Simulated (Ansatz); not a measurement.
# Al3Cu: the cost of one run

Computed with Ansatz 0.2.0 (DFT r2SCAN, scalar-relativistic, plane waves, PAW, unless a step's input says otherwise).

1 further run of the same task is left out (set aside as unsound or not needed). Runs told in other sessions of the task aren't counted.

## Step 1: The structure to begin with

Symmetry: Pm-3m, No. 221, cubic system. The conventional cell has a = 3.889 Å, b = 3.889 Å, c = 3.889 Å, α = 90.00°, β = 90.00°, γ = 90.00°. Around Al (site symmetry 4/mmm) lie 8 Al at 2.75 Å and 4 Cu at 2.75 Å. Around Cu (site symmetry m-3m) lie 12 Al at 2.75 Å.

Coordinates:

```
CELL_PARAMETERS angstrom
3.88912 0.00000 0.00000
0.00000 3.88912 0.00000
0.00000 0.00000 3.88912
ATOMIC_POSITIONS crystal
Al 0.00000 0.50000 0.50000
Al 0.50000 0.00000 0.50000
Al 0.50000 0.50000 0.00000
Cu 0.00000 0.00000 0.00000
```

It goes back to an entry of the Materials Project, which need not be the stable form.

This cell was relaxed beforehand with the same method: volume 14.71 Å³/atom, gap on the mesh none (metal).

## Step 2: The reference cell

The reference gives a free energy of -8252.5949 eV, pressure -0.02 GPa, largest force 0.000 eV/Å and gap on the mesh none (metal). It was computed beforehand with the settings of the runs below.

## Step 3: Next: a one-atom displacement scan

Atom 4 (Cu) is moved by x along the Cartesian unit vector (0.000, 0.000, 1.000); the cell and all other atoms stay fixed. Forces below are components along that vector, summed over the moved atoms. In a periodic cell its images move with it.

## Step 4: At x = -0.100 Å

input.yaml

```yaml
crystal:
  lattice:
    - [3.8891206689, 0.0, 0.0]
    - [0.0, 3.8891206689, 0.0]
    - [0.0, 0.0, 3.8891206689]
  atoms:
    - { symbol: Al, position: [0.0, 0.5, 0.5] }
    - { symbol: Al, position: [0.5, 0.0, 0.5] }
    - { symbol: Al, position: [0.5, 0.5, 0.0] }
    - { symbol: Cu, position: [0.0, 0.0, -0.0257127532] }
basis:
  ecutwfc: 500
kpoints:
  mp_grid: { grid: [12, 12, 12] }
hamiltonian:
  xc: r2scan
scf:
  occupations: { method: gaussian, width: 0.15 }
output:
  forces: true
  stress: true
  eigenvalues: true
```

On the command line:

```console
> ansatz run input.yaml --threads 1 --pin off --max-ram 2560MiB --backend cpu --events-out ev --progress --plain --runs-dir out
```

What time and memory should one allow on 1 thread of Intel Xeon at 2.50GHz (Skylake/Cascade Lake), shared host?

About 84 s, with a peak of 0.65 GiB.
